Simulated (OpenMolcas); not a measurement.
# Re²⁺ among point charges: CASSCF and CASPT2 levels and susceptibility

How does a field of 5 point charges split the states of Re²⁺, and what χT follows?

The numbers are computed with OpenMolcas 26.06 (state-averaged CASSCF and CASPT2, spin-orbit coupling by RASSI with atomic mean-field integrals), except any that are marked as measured or tabulated.

## 1. The atom as given

- Species: Re²⁺ (rhenium, Z = 75, 73 electrons)
- Basis: ANO-RCC-VDZP [7s6p4d2f1g], 68 functions
- Scalar Hamiltonian: DKH2, point nucleus
- Inactive shells: 1s 2s 2p 3s 3p 3d 4s 4p 4d 4f 5s 5p
- Active space: 5 electrons in 5 orbitals (5d)
- Some configurations of this space: 5d⁵
- Orbitals: optimised for each spin and parity, averaged over all roots

The outer shells:

5d5
```
5d [↑ ][↑ ][↑ ][↑ ][↑ ]
```

The ion sits among 5 point charges of -1.3 e arranged as a trigonal bipyramid (D3h), 2.23 Å from the ion, with the axial distance 2.475 Å.

The work runs as a chain of OpenMolcas steps in one folder; each step below is one input file. Labels, J, g values, rates, χT and fits are worked out afterwards by a script from the matrices that RASSI stores.

## 2. Basis and integrals

The input, a.inp:

```
&GATEWAY
Coord
1

Re 0.0 0.0 0.0
Basis=ANO-RCC-VDZP
Group=NoSym
NoMove
AngMom=0.0 0.0 0.0
AMFI
XField
5 Angstrom 0
2.230000 0.000000 0.000000 -1.300000
-1.115000 1.931237 0.000000 -1.300000
-1.115000 -1.931237 0.000000 -1.300000
0.000000 0.000000 2.475300 -1.300000
0.000000 0.000000 -2.475300 -1.300000
&SEWARD
```

Launch:

```bash
> OMP_NUM_THREADS=1 MOLCAS_MEM=1689 MOLCAS_PROJECT=a pymolcas a.inp > a.log
```

## 3. CASSCF: sextets, 1 root

The input, a.inp:

```
&RASSCF
FileOrb=start.orb
Symmetry=1
Spin=6
nActEl=5 0 0
Inactive=34
Ras2=5
CIRoot=1 1 1
SDav=1
CIMx=300
Iter=120 100
PrWF=0.3
OrbListing=Nothing
MaxOrb=0
>>> COPY $Project.JobIph JOB001
```

start.orb holds the contracted functions of the basis, ordered by shell, or the orbitals of the step before.

## 4. Reference wave functions, quartets, 24 roots

The input, a.inp:

```
&RASSCF
FileOrb=start.orb
Symmetry=1
Spin=4
nActEl=5 0 0
Inactive=34
Ras2=5
CIRoot=24 24 1
SDav=24
CIMx=300
Iter=120 100
PrWF=0.3
OrbListing=Nothing
MaxOrb=0
>>> COPY $Project.JobIph JOB002
```

## 5. CASSCF: doublets, 75 roots

The input, a.inp:

```
&RASSCF
FileOrb=start.orb
Symmetry=1
Spin=2
nActEl=5 0 0
Inactive=34
Ras2=5
CIRoot=75 75 1
SDav=75
CIMx=300
Iter=120 100
PrWF=0.3
OrbListing=Nothing
MaxOrb=0
>>> COPY $Project.JobIph JOB003
```

## 6. RASSI: spin-orbit coupling between the states

The input, a.inp:

```
&RASSI
NrOfJobIphs=3 1 24 75
1
1 2 3 4 5 6 7 8 9 10 11 12 13 14 15 16 17 18 19 20 21 22 23 24
1 2 3 4 5 6 7 8 9 10 11 12 13 14 15 16 17 18 19 20 21 22 23 24 25 26 27
28 29 30 31 32 33 34 35 36 37 38 39 40 41 42 43 44 45 46 47 48 49 50 51
52 53 54 55 56 57 58 59 60 61 62 63 64 65 66 67 68 69 70 71 72 73 74 75
IphNames
JOB001
JOB002
JOB003
EJob
SpinOrbit
DIPRint=1.0
SOCoupling=1000.0
Subsets=2
Property=9
'ANGMOM' 1 'ANGMOM' 2 'ANGMOM' 3 'MLTPL  1' 1 'MLTPL  1' 2 'MLTPL  1' 3
'AMFI' 1 'AMFI' 2 'AMFI' 3
SOProperty=3
'ANGMOM' 1 'ANGMOM' 2 'ANGMOM' 3
```

## 7. CASPT2: IPEA 0.25, imaginary shift 0.1 (closed shells correlated: 4f 5s 5p)

The input, a.inp:

```
>>> COPY JOB001 $Project.JobIph
&CASPT2
Multistate=1 1
Frozen=23
IPEA=0.25
Imaginary=0.1
MaxIter=60
WThr=0.0 0.3 0.05
PrWF=0.5
NoMix
>>> COPY JOB002 $Project.JobIph
&CASPT2
Multistate=24 1 2 3 4 5 6 7 8 9 10 11 12 13 14 15 16 17 18 19 20 21 22
23 24
NoMult
Frozen=23
IPEA=0.25
Imaginary=0.1
MaxIter=60
WThr=0.0 0.3 0.05
PrWF=0.5
NoMix
>>> COPY JOB003 $Project.JobIph
&CASPT2
Multistate=75 1 2 3 4 5 6 7 8 9 10 11 12 13 14 15 16 17 18 19 20 21 22
23 24 25 26 27 28 29 30 31 32 33 34 35 36 37 38 39 40 41 42 43 44 45 46
47 48 49 50 51 52 53 54 55 56 57 58 59 60 61 62 63 64 65 66 67 68 69 70
71 72 73 74 75
NoMult
Frozen=23
IPEA=0.25
Imaginary=0.1
MaxIter=60
WThr=0.0 0.3 0.05
PrWF=0.5
NoMix
```

(Steps that only read results are left out.)

Before running it: what results should come out? Wanted: spin-free ground state; lowest level; next level.

The runs gave:

```
                 quantity                                                                           value
                   method  SS-CASPT2, IPEA 0.25, imaginary shift 0.1 (closed shells correlated: 4f 5s 5p)
   spin-free ground state                                                 6A1, 1-fold in its orbital part
             lowest level                                               2-fold E1/2, g = 0.00, 0.00, 9.80
               next level                                                                       57.8 cm⁻¹
              χT at 300 K                                                                  4.19 cm³ K/mol
effective moment at 300 K                                                                         5.79 μB
```

Cost by method:

```
                                                 method  time of its own steps  time with the reference
                                              A. CASSCF                   33 s                     33 s
B. SS-CASPT2, IPEA 0.25, imaginary shift 0.1, +4f 5s 5p                   33 s                     66 s
```

Times are of one thread on a shared host.

The spin-free ground state (6A1) comes to 100 % from free-ion S terms and keeps the highest spin of the shell. χT at 300 K is 4.19, against 4.39 cm³ K/mol for the spin alone, as a half-filled shell (L = 0) has no orbital moment. An active space of the d shell alone favours high spin; real ions in strong fields can be low spin. CASPT2 does not keep the components of a term degenerate, and the means are used. The field of point charges can differ much from that of real complexes. With metal d orbitals alone active, the gaps between spin states are rough; where two lie within a few thousand cm-1, their order is open. This is an electrostatic model: the charges have no orbitals.
